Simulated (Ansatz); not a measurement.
# CH2AlNO: how energies converge with the basis set

An exercise on one series of results from a longer session: the logs are not shown, and one member is left open.

Program: Ansatz 0.2.0, Gaussian basis. Level of theory: one geometry, several basis sets. These are calculated values, not measurements.

Plan: PBE0-D4/def2-SVP; ωB97M-V/def2-SVP; PBE0-D4/def2-QZVPP; ωB97M-V/def2-QZVPP; the functionals' def2-TZVPP values are taken from earlier runs.

**The geometry**

The geometry comes from an earlier relaxation with PBE0-D4 in a triple-zeta def2 set; it is a stationary point.

SMILES `N#[C][AlH][OH]`, 6 atoms, charge 0, spin multiplicity 1.

Atoms are counted from 1 here; the program's logs count them from 0.

Bond lengths: N1–C2 1.153 Å, C2–Al3 1.929 Å, Al3–O4 1.681 Å, Al3–H5 1.568 Å, O4–H6 0.955 Å. Angles: N1–C2–Al3 177.3°, C2–Al3–O4 113.9°, C2–Al3–H5 120.8°, O4–Al3–H5 125.2°, Al3–O4–H6 125.4°.

Set-up of the first run:

in.yaml reads:

```yaml
crystal:
  periodic: [false, false, false]
  atoms:
    - {symbol: N, position_ang: [2.424442, -1.063881, 0.896597]}
    - {symbol: C, position_ang: [1.389141, -0.717913, 0.524132]}
    - {symbol: Al, position_ang: [-0.370744, -0.226522, -0.095387]}
    - {symbol: O, position_ang: [-0.557274, 1.418349, -0.385475]}
    - {symbol: H, position_ang: [-1.485804, -1.312087, -0.291072]}
    - {symbol: H, position_ang: [-1.357661, 1.838153, -0.694896]}
basis:
  gaussian: {orbitals: def2-SVP}
hamiltonian: {xc: pbe0, dispersion: d4}
output: {orbitals: {seedname: orbitals}}
```

The run is started by

```console
$ ansatz run in.yaml --threads 2 --pin off --events-out ev --progress --plain --max-ram 4352MiB
```

Among the steps run: PBE0-D4 in def2-SVP; ωB97M-V in def2-SVP; PBE0-D4 in def2-QZVPP; ωB97M-V in def2-QZVPP.

One of the session's tables, all rows but one given; the rest of the session is left out.

It belongs to the step «Density functionals: the series». 

```
functional       basis  HOMO (eV)  LUMO (eV)
   PBE0-D4    def2-SVP      -9.34      -1.68
   PBE0-D4  def2-TZVPP      -9.49      -1.85
   PBE0-D4  def2-QZVPP      -9.52      -1.89
   ωB97M-V    def2-SVP     -11.62       0.17
   ωB97M-V  def2-TZVPP     -11.81      -0.10
   ωB97M-V  def2-QZVPP          ?          ?
```

Estimate the missing values for ωB97M-V, def2-QZVPP.

As computed: HOMO (eV): -11.84; LUMO (eV): -0.24. In the column «HOMO (eV)» it is the lowest.
